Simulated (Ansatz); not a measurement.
# C3H7Br (1-bromopropane) at B2PLYP/def2-SVP

What is the vertical singlet–triplet gap of C3H7Br (1-bromopropane) at B2PLYP/def2-SVP? 

The results are computed with Ansatz 0.2.0.

55 further runs of the same task are left out: 55 set aside as unsound or not needed.

## (1) The molecule

The species is C3H7Br (11 atoms), meant as a singlet with charge 0. SMILES: `CCCBr`. The coordinates come from a PBE0-D4/def2-TZVP relaxation. This is one conformer, not always the lowest.

Bond lengths: C1–C2 1.517 Å, C2–C3 1.510 Å, C3–Br4 1.953 Å, C1–H5 1.092 Å, C1–H6 1.092 Å, C1–H7 1.093 Å, C2–H8 1.094 Å, C2–H9 1.098 Å, C3–H10 1.089 Å, C3–H11 1.088 Å. Some angles: C1–C2–C3 114.2°, C2–C3–Br4 112.5°, C1–C2–H8 110.4°, C1–C2–H9 109.7°, C3–C2–H8 109.3°, C3–C2–H9 106.4°, C2–C1–H5 111.0°, C2–C1–H6 110.9°, C2–C1–H7 111.1°, C2–C3–H10 112.1°.

## (2) A single-point energy at B2PLYP/def2-SVP

The input, job.yaml:

```yaml
crystal:
  periodic: [false, false, false]
  atoms:
    - {symbol: C, position_ang: [-0.555400, 1.176300, 0.174600]}
    - {symbol: C, position_ang: [-0.232700, -0.258200, 0.548300]}
    - {symbol: C, position_ang: [0.751200, -0.933400, -0.376500]}
    - {symbol: Br, position_ang: [0.042600, -1.165200, -2.181600]}
    - {symbol: H, position_ang: [-1.020500, 1.228900, -0.811600]}
    - {symbol: H, position_ang: [-1.242800, 1.621500, 0.896400]}
    - {symbol: H, position_ang: [0.349400, 1.789900, 0.151000]}
    - {symbol: H, position_ang: [-1.148000, -0.854800, 0.598800]}
    - {symbol: H, position_ang: [0.212600, -0.288200, 1.551000]}
    - {symbol: H, position_ang: [1.664500, -0.352300, -0.499500]}
    - {symbol: H, position_ang: [1.004600, -1.937400, -0.042700]}
basis:
  gaussian:
    orbitals: def2-SVP
hamiltonian:
  xc: {name: B2PLYP}
correlation:
  frozen_orbitals: {Br: 9, C: 1, H: 0}
accuracy: high
output: {orbitals: {seedname: orbitals}}
```

The run is started by

```console
$ ansatz run job.yaml --threads 1 --pin off --max-ram 3480MiB --events-out events.jsonl --progress --plain --runs-dir runs
```

Log:

```text
Warning: RAYON_NUM_THREADS=1 ignored (pool sized by the plan → 1); use --threads N
Functional definition: B2PLYP
  name "B2PLYP"
  parameter a = 0.53
  parameter c = 0.27
  exchange = (1 - a)*b88_x + a*exact_x
  correlation = (1 - c)*lyp_c + c*(mp2_os + mp2_ss)
2527 factors; integrals over basis functions are off by at most 4.7e-9 eV
mean field evaluation 1: about -73236.6109 eV, gradient 3.5e1 eV
mean field evaluation 2: about -73237.1324 eV, gradient 3.5e1 eV
mean field evaluation 4: about -73240.2546 eV, gradient 3.0e0 eV
mean field evaluation 8: about -73240.2827 eV, gradient 4.3e-2 eV
mean field evaluation 16: about -73240.2827 eV, gradient 1.2e-5 eV
mean field -73240.28267687 eV, -2691.5307443285 hartree, gradient 4.8e-8 eV, S^2 0.000000; 0 other end points of the search recorded, 0 dependent functions left out
12 core orbitals not correlated: weight in the atoms' cores, before any rotation towards them, 1.000 or more for the frozen orbitals, at most 0.000 for the correlated occupied ones
reference -73240.28270235 eV, -2691.5307452646 hartree; 18, 18 occupied and 79, 79 virtual orbitals, 2527 factors
second order -21.84558489 eV of doubles, -0.00000000 eV of singles
Total energy: -73246.18101027 eV, -2691.7475040827 hartree
```

It took 12 s on 1 thread of AMD EPYC 9R14 (Zen 4), shared host; peak memory 0.46 GiB.

## (3) The triplet at the same level

The input, molecule.yaml:

```yaml
crystal:
  periodic: [false, false, false]
  atoms:
    - {symbol: C, position_ang: [-0.555400, 1.176300, 0.174600]}
    - {symbol: C, position_ang: [-0.232700, -0.258200, 0.548300]}
    - {symbol: C, position_ang: [0.751200, -0.933400, -0.376500]}
    - {symbol: Br, position_ang: [0.042600, -1.165200, -2.181600]}
    - {symbol: H, position_ang: [-1.020500, 1.228900, -0.811600]}
    - {symbol: H, position_ang: [-1.242800, 1.621500, 0.896400]}
    - {symbol: H, position_ang: [0.349400, 1.789900, 0.151000]}
    - {symbol: H, position_ang: [-1.148000, -0.854800, 0.598800]}
    - {symbol: H, position_ang: [0.212600, -0.288200, 1.551000]}
    - {symbol: H, position_ang: [1.664500, -0.352300, -0.499500]}
    - {symbol: H, position_ang: [1.004600, -1.937400, -0.042700]}
basis:
  gaussian:
    orbitals: def2-SVP
magnetization:
  spin_polarized: true
  initial_magnetization: 2
hamiltonian:
  xc: {name: B2PLYP}
correlation:
  frozen_orbitals: {Br: 9, C: 1, H: 0}
accuracy: high
output:
  orbitals: {seedname: orbitals}
```

The run is started by

```console
$ ansatz run molecule.yaml --threads 1 --pin off --max-ram 3480MiB --events-out events.jsonl --progress --plain --runs-dir runs
```

Log, shortened:

```text
Warning: RAYON_NUM_THREADS=1 ignored (pool sized by the plan → 1); use --threads N
[... 2 set-up lines as earlier in the session ...]
[...]
2527 factors; integrals over basis functions are off by at most 4.7e-9 eV
[...]
mean field -73234.39006859 eV, -2691.3141949682 hartree, gradient 3.2e-8 eV, S^2 2.007387; 2 other end points of the search recorded, 0 dependent functions left out
12 core orbitals not correlated: weight in the atoms' cores, before any rotation towards them, 1.000 or more for the frozen orbitals, at most 0.000 for the correlated occupied ones
reference -73234.39009535 eV, -2691.3141959517 hartree; 19, 17 occupied and 78, 80 virtual orbitals, 2527 factors
second order -21.32185258 eV of doubles, -0.00000000 eV of singles
Total energy: -73240.14699555 eV, -2691.5257581317 hartree
```

Wall time 35 s (1 thread of AMD EPYC 9R14 (Zen 4), shared host); peak memory 0.68 GiB.

## (4) Results

At B2PLYP/def2-SVP, 12 core orbitals frozen:

| quantity | value |
| --- | --- |
| singlet: total energy | -2691.74750 Eh |
| singlet: HOMO energy (SCF part's orbitals) | -8.72 eV |
| singlet: LUMO energy (SCF part's orbitals) | 1.97 eV |
| singlet: HOMO–LUMO gap (SCF part's orbitals) | 10.70 eV |
| triplet: total energy | -2691.52576 Eh |
| triplet: HOMO energy (SCF part's orbitals) (highest over α and β) | -3.11 eV |
| triplet: ⟨S²⟩ | 2.007 |
| vertical energy of the triplet above the singlet | 6.034 eV |

**Reading.** At this shape the triplet lies 6.03 eV (582 kJ/mol) above the singlet.
